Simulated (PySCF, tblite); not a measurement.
# 2-chloro-5-fluoroanisole: geometry, infrared bands and NMR shifts

Aim: predict the infrared bands and NMR shifts of 2-chloro-5-fluoroanisole (`COc1cc(F)ccc1Cl`).

Programs: tblite 0.8.0 and PySCF 2.14.0, with density-fitted response routines of our own. Each step states its level of theory. These are calculated values for one molecule in the gas phase, unless marked as measured. Atoms count from 0, in the outputs and in this text.

### 1 Starting geometry

16 atoms, charge 0, multiplicity 1; geometry from: force field or distance geometry start.

Bonds of the start (Å): C0–O1 1.43, O1–C2 1.36, C2–C3 1.40, C3–C4 1.40, C4–F5 1.34, C4–C6 1.38, C6–C7 1.40, C7–C8 1.40, C8–Cl9 1.73, C8–C2 1.41, C0–H10 1.10, C0–H11 1.08, C0–H12 1.09, C3–H13 1.09, C6–H14 1.09, C7–H15 1.10.

### 2 Optimising the geometry with GFN2-xTB

What the job is given:

```
{"job": {"kind": "relax", "xc": "GFN2-xTB", "basis": "xTB"}, "charge": 0, "multiplicity": 1}
C      2.487400     0.220200    -1.057200
O      1.652100     0.878900    -0.106200
C      0.408000     0.368100     0.114400
C     -0.131200    -0.729200    -0.565000
C     -1.425700    -1.168700    -0.262500
F     -1.923900    -2.231100    -0.919700
C     -2.211800    -0.514100     0.668000
C     -1.691300     0.593200     1.348300
C     -0.393900     1.027400     1.066400
Cl     0.181800     2.407600     1.936200
H      2.031200     0.272100    -2.057300
H      3.432300     0.749000    -1.089100
H      2.676200    -0.811200    -0.754400
H      0.431400    -1.291500    -1.304800
H     -3.220400    -0.865900     0.876500
H     -2.309800     1.104200     2.094800
```

Command:

```
OMP_NUM_THREADS=1 python probes_run.py task.json out
```

This one command runs all jobs of the session in turn.

The log of the run:

```text
step      E/eV     max force
  0    -854.11651    0.811
  1    -854.14498    0.516
  2    -854.16061    0.310
  3    -854.17028    0.249
  4    -854.17449    0.200
  5    -854.17751    0.171
  6    -854.18021    0.151
  7    -854.18208    0.120
  8    -854.18307    0.076
  9    -854.18373    0.076
 10    -854.18428    0.065
 11    -854.18469    0.057
 12    -854.18496    0.043
 13    -854.18517    0.042
 14    -854.18537    0.040
 15    -854.18554    0.029
 16    -854.18565    0.031
 17    -854.18574    0.030
 18    -854.18581    0.022
 19    -854.18586    0.014
 20    -854.18589    0.015
 21    -854.18592    0.017
 22    -854.18597    0.018
 23    -854.18603    0.023
 24    -854.18610    0.022
 25    -854.18614    0.014
 26    -854.18616    0.010
 27    -854.18618    0.008
```

Run time: 0.53 s. Hardware: 1 thread of AMD EPYC, shared host; peak memory 0.18 GiB.

Along the way:

| step | energy from step 0 (eV) | largest force (eV/Å) |
| --- | --- | --- |
| 0 | 0.0000 | 0.8105 |
| 1 | -0.0285 | 0.5165 |
| 2 | -0.0441 | 0.3104 |
| 3 | -0.0538 | 0.2488 |
| 4 | -0.0580 | 0.1996 |
| 5 | -0.0610 | 0.1712 |
| 6 | -0.0637 | 0.1514 |
| 7 | -0.0656 | 0.1196 |
| 8 | -0.0666 | 0.0760 |
| 9 | -0.0672 | 0.0765 |
| 10 | -0.0678 | 0.0647 |
| 11 | -0.0682 | 0.0568 |
| 12 | -0.0685 | 0.0434 |
| 13 | -0.0687 | 0.0419 |
| 14 | -0.0689 | 0.0404 |
| 15 | -0.0690 | 0.0287 |
| 16 | -0.0691 | 0.0311 |
| 17 | -0.0692 | 0.0295 |
| 18 | -0.0693 | 0.0221 |
| 19 | -0.0694 | 0.0136 |
| 20 | -0.0694 | 0.0154 |
| 21 | -0.0694 | 0.0169 |
| 22 | -0.0695 | 0.0181 |
| 23 | -0.0695 | 0.0229 |
| 24 | -0.0696 | 0.0217 |
| 25 | -0.0696 | 0.0140 |
| 26 | -0.0697 | 0.0099 |
| 27 | -0.0697 | 0.0081 |

Close pairs (by a distance rule), those that changed most:

| bond | before (Å) | after (Å) | change (Å) |
| --- | --- | --- | --- |
| C0–O1 | 1.427 | 1.409 | -0.018 |
| C7–H15 | 1.096 | 1.078 | -0.018 |
| C7–C8 | 1.397 | 1.381 | -0.016 |
| C3–C4 | 1.400 | 1.385 | -0.016 |
| C6–C7 | 1.400 | 1.386 | -0.014 |
| O1–C2 | 1.363 | 1.350 | -0.013 |
| C6–H14 | 1.088 | 1.077 | -0.011 |
| C3–H13 | 1.086 | 1.077 | -0.009 |

The next job starts from the end point, and lists it.

### 3 Infrared spectrum with GFN2-xTB

What the job is given:

```
{"job": {"kind": "ir", "xc": "GFN2-xTB", "basis": "xTB"}, "charge": 0, "multiplicity": 1}
C      2.468253     0.232701    -1.040771
O      1.631684     0.859317    -0.096582
C      0.393272     0.359322     0.102782
C     -0.139456    -0.741415    -0.558576
C     -1.427058    -1.153196    -0.259166
F     -1.917142    -2.223655    -0.916664
C     -2.215475    -0.514631     0.675769
C     -1.687198     0.583197     1.336049
C     -0.405489     1.013097     1.055028
Cl     0.249819     2.378572     1.878303
H      2.034021     0.267074    -2.044313
H      3.397334     0.799501    -1.029817
H      2.673421    -0.806037    -0.765274
H      0.419236    -1.287364    -1.300534
H     -3.212353    -0.867666     0.878965
H     -2.270466     1.110126     2.073390
```

The log of the run:

```text
mode    cm-1     km/mol
  1      95.2      5.06
  2     113.6      0.02
  3     164.7      0.80
  4     191.9      3.09
  5     233.9      3.57
  6     259.4      2.29
  7     333.8      1.42
  8     347.6      6.40
  9     378.0      1.70
 10     423.5      0.02
 11     509.6      0.76
 12     524.3      3.96
 13     575.4      0.19
 14     625.4     10.00
 15     653.0      5.70
 16     731.3      5.18
 17     815.0     58.94
 18     843.2      0.14
 19     899.6      0.29
 20     961.3     69.18
 21    1018.5     31.63
 22    1075.5     66.67
 23    1120.0      1.51
 24    1129.5     25.30
 25    1153.6     32.48
 26    1164.4     94.20
 27    1225.2      1.58
 28    1280.8     74.66
 29    1335.6     40.81
 30    1397.0      2.79
 31    1423.5     44.74
 32    1453.3    188.87
 33    1467.6      7.62
 34    1478.1      4.45
 35    1573.8     53.24
 36    1588.5     83.15
 37    2944.2     30.23
 38    2955.4     30.13
 39    3035.5      7.27
 40    3113.9      6.51
 41    3125.1      5.96
 42    3128.4      2.77
```

Run time: 1.8 s. Hardware: 1 thread of AMD EPYC, shared host; peak memory 0.18 GiB.

Which atoms move in the most intense modes:

| cm⁻¹ | km/mol | atoms |
| --- | --- | --- |
| 815 | 58.9 | H14 31 %, H13 30 %, H15 12 % |
| 961 | 69.2 | C3 16 %, F5 12 %, C6 11 % |
| 1076 | 66.7 | O1 33 %, C0 26 %, C8 16 % |
| 1164 | 94.2 | O1 13 %, H11 12 %, H13 12 %, H15 11 % |
| 1281 | 74.7 | C2 23 %, C4 17 %, C6 15 %, C7 13 % |
| 1453 | 188.9 | C7 23 %, C2 23 %, C8 11 % |
| 1574 | 53.2 | C6 32 %, C2 20 %, C3 16 %, C4 15 % |
| 1588 | 83.2 | C4 28 %, C8 21 %, C7 19 %, C3 18 % |

### 4 Shielding tensors: PBE0/pcSseg-1

The job, as its differences from that of step 3:

```diff
@@ -1,2 +1,2 @@
-{"job": {"kind": "ir", "xc": "GFN2-xTB", "basis": "xTB"}, "charge": 0, "multiplicity": 1}
+{"job": {"kind": "nmr", "xc": "PBE0", "basis": "pcSseg-1"}, "charge": 0, "multiplicity": 1}
 C      2.468253     0.232701    -1.040771
```

Method: GIAO PBE0/pcSseg-1 NMR shielding, non-relativistic, gas phase.

The log of the run:

```text
coarse grid: 15120 points
cycle   1  E = -904.7405274044  dE =  1.864e+00  |g| = 6.411e-01  |ddm| = 4.142e+00
cycle   2  E = -904.6772769004  dE =  6.325e-02  |g| = 8.949e-01  |ddm| = 1.496e+00
cycle   3  E = -904.8140650892  dE = -1.368e-01  |g| = 1.207e-01  |ddm| = 9.468e-01
cycle   4  E = -904.8167958081  dE = -2.731e-03  |g| = 4.046e-02  |ddm| = 1.281e-01
cycle   5  E = -904.8171296872  dE = -3.339e-04  |g| = 1.189e-02  |ddm| = 4.524e-02
cycle   6  E = -904.8171584973  dE = -2.881e-05  |g| = 3.853e-03  |ddm| = 1.669e-02
cycle   7  E = -904.8171614824  dE = -2.985e-06  |g| = 1.690e-03  |ddm| = 6.242e-03
final grid: 145248 points
cycle   8  E = -904.8926417341  dE = -4.566e-05  |g| = 1.156e-02  |ddm| = 5.809e-02
cycle   9  E = -904.8926092690  dE =  3.247e-05  |g| = 1.758e-02  |ddm| = 2.630e-02
cycle  10  E = -904.8926681118  dE = -5.884e-05  |g| = 1.741e-03  |ddm| = 1.721e-02
cycle  11  E = -904.8926687188  dE = -6.069e-07  |g| = 3.151e-04  |ddm| = 1.972e-03
cycle  12  E = -904.8926687385  dE = -1.973e-08  |g| = 1.181e-04  |ddm| = 4.125e-04
cycle  13  E = -904.8926687412  dE = -2.668e-09  |g| = 4.475e-05  |ddm| = 1.628e-04
cycle  14  E = -904.8926687416  dE = -4.377e-10  |g| = 1.279e-05  |ddm| = 5.558e-05
converged SCF energy = -904.8926687416

GIAO shielding tensors (ppm)
atom      isotropic    diamagn.    paramagn.     s11        s22        s33       span
  0 C      130.652     245.103    -114.452    102.183    110.036    179.737     77.554
  1 O      223.493     394.565    -171.072    118.683    253.590    298.207    179.524
  2 C       23.750     251.609    -227.858    -47.223      4.463    114.012    161.235
  3 C       84.295     261.176    -176.881     16.293     66.857    169.735    153.442
  4 C       15.208     251.421    -236.213    -68.768     31.649     82.743    151.511
  5 F      287.569     477.938    -190.368    209.150    300.718    352.841    143.691
  6 C       74.526     257.904    -183.378     -6.020     62.932    166.665    172.685
  7 C       50.266     250.393    -200.126    -46.817     40.376    157.240    204.057
  8 C       58.197     256.375    -198.178    -16.412     68.223    122.779    139.191
  9 Cl     766.161    1146.291    -380.130    576.074    744.679    977.730    401.655
 10 H       27.955      29.099      -1.144     24.255     25.441     34.170      9.916
 11 H       27.244      27.244      -0.000     22.425     25.853     33.453     11.029
 12 H       27.959      29.101      -1.142     24.270     25.428     34.178      9.908
 13 H       25.162      32.789      -7.627     20.527     25.089     29.869      9.342
 14 H       24.840      29.110      -4.271     21.077     26.272     27.170      6.093
 15 H       24.129      30.394      -6.265     19.705     24.018     28.664      8.959
```

It took 1.7 min on 1 thread of AMD EPYC, shared host; peak memory 0.93 GiB.

The references, computed at this level on geometries of the same kind, shield at (ppm): 1H TMS 31.72, 13C TMS 186.9, 19F CFCl3 170.9, 17O H2O 336.1, 35Cl HCl 950. Their shielding less the atom's gives the shift. The references are single molecules in the gas phase, so shifts against H2O, NH3, PH3, H3PO4 or CFCl3 are not on the usual liquid scales and can be off by tens of ppm. Atoms listed in one row are averaged.

| atoms | environment | σ (ppm) | δ (ppm) | δ scaled to CDCl3 |
| --- | --- | --- | --- | --- |
| C4 | aromatic carbon bearing fluorine | 15.2 | 171.7 | 165.7 |
| C2 | aromatic carbon bearing oxygen | 23.8 | 163.2 | 157.3 |
| C7 | aromatic CH | 50.3 | 136.7 | 131.5 |
| C8 | aromatic carbon bearing chlorine | 58.2 | 128.7 | 123.7 |
| C6 | aromatic CH | 74.5 | 112.4 | 107.8 |
| C3 | aromatic CH | 84.3 | 102.6 | 98.3 |
| C0 | methyl carbon bonded to O | 130.7 | 56.3 | 53.0 |
| H15 | hydrogen on an aromatic CH | 24.13 | 7.59 | 7.26 |
| H14 | hydrogen on an aromatic CH | 24.84 | 6.88 | 6.59 |
| H13 | hydrogen on an aromatic CH | 25.16 | 6.56 | 6.29 |
| H10, H11, H12 | hydrogen on a methyl carbon bonded to O | 27.72 | 4.00 | 3.87 |
| O1 | ether oxygen | 223.5 | 112.6 | – |
| F5 | aryl fluorine | 287.6 | -116.6 | – |
| Cl9 | chlorine bonded to C | 766 | 184 | – |

The scaled column applies a straight-line fit of computed shieldings to shifts measured in CDCl3, with any fitted terms for Cl, Br or S neighbours, and one for carbons that bear F (root-mean-square error 0.16 ppm for H, 1.9 ppm for C).

The run also stored atomic charges by several schemes (e):

| atoms | Mulliken | IAO | Hirshfeld | ESP fit |
| --- | --- | --- | --- | --- |
| C0 | -0.04 | -0.21 | -0.03 | -0.18 |
| O1 | -0.48 | -0.31 | -0.10 | -0.34 |
| C2 | 0.40 | 0.20 | 0.07 | 0.76 |
| C3 | -0.22 | -0.26 | -0.09 | -0.68 |
| C4 | 0.35 | 0.30 | 0.09 | 0.54 |
| F5 | -0.28 | -0.27 | -0.08 | -0.21 |
| C6 | -0.15 | -0.21 | -0.08 | -0.56 |
| C7 | 0.07 | -0.14 | -0.05 | 0.19 |
| C8 | -0.31 | -0.06 | -0.01 | -0.47 |
| Cl9 | -0.05 | -0.02 | -0.04 | -0.03 |

Mayer bond orders: C0–O1 0.90, O1–C2 1.08, C2–C3 1.35, C3–C4 1.42, C4–F5 0.88, C4–C6 1.46, C6–C7 1.39, C7–C8 1.44, C8–Cl9 1.16, C8–C2 1.23.

Ring of atoms C2, C3, C4, C6, C7, C8: NICS(0) -11.2, NICS(1) -10.9, NICS(1)zz -24.8 ppm (means of both faces).

### 5 Results

```
                                                              quantity                                               value
                             strongest single infrared mode (GFN2-xTB)                               1453 cm⁻¹, 189 km/mol
                                          zero-point energy (GFN2-xTB)                                       69.9 kcal/mol
                                13C shifts against TMS (PBE0/pcSseg-1)  171.7, 163.2, 136.7, 128.7, 112.4, 102.6, 56.3 ppm
1H shifts against TMS (PBE0/pcSseg-1, means over atoms taken as alike)                          7.59, 6.88, 6.56, 4.00 ppm
                                17O shifts against H2O (PBE0/pcSseg-1)                                           112.6 ppm
                              19F shifts against CFCl3 (PBE0/pcSseg-1)                                          -116.6 ppm
                               35Cl shifts against HCl (PBE0/pcSseg-1)                                             184 ppm
```

In words: Relaxing lowered the energy by 0.070 eV in 27 steps; the close pair that moved most is C0–O1, from 1.427 to 1.409 Å. All 42 modes are real, so the xTB geometry is a minimum. The strongest single mode, at 1453 cm⁻¹, is spread over many atoms; the largest shares are those of C7, C2. GFN2-xTB is a fitted tight-binding method: band positions and strengths are rough. Its intensities can rank the bands wrongly. At PBE0/pcSseg-1: Shielding is most anisotropic at Cl9 (span 402 ppm, paramagnetic term -380 ppm). NICS(1)zz of -25 ppm above the planar ring from C2 marks a diatropic (aromatic) ring current.
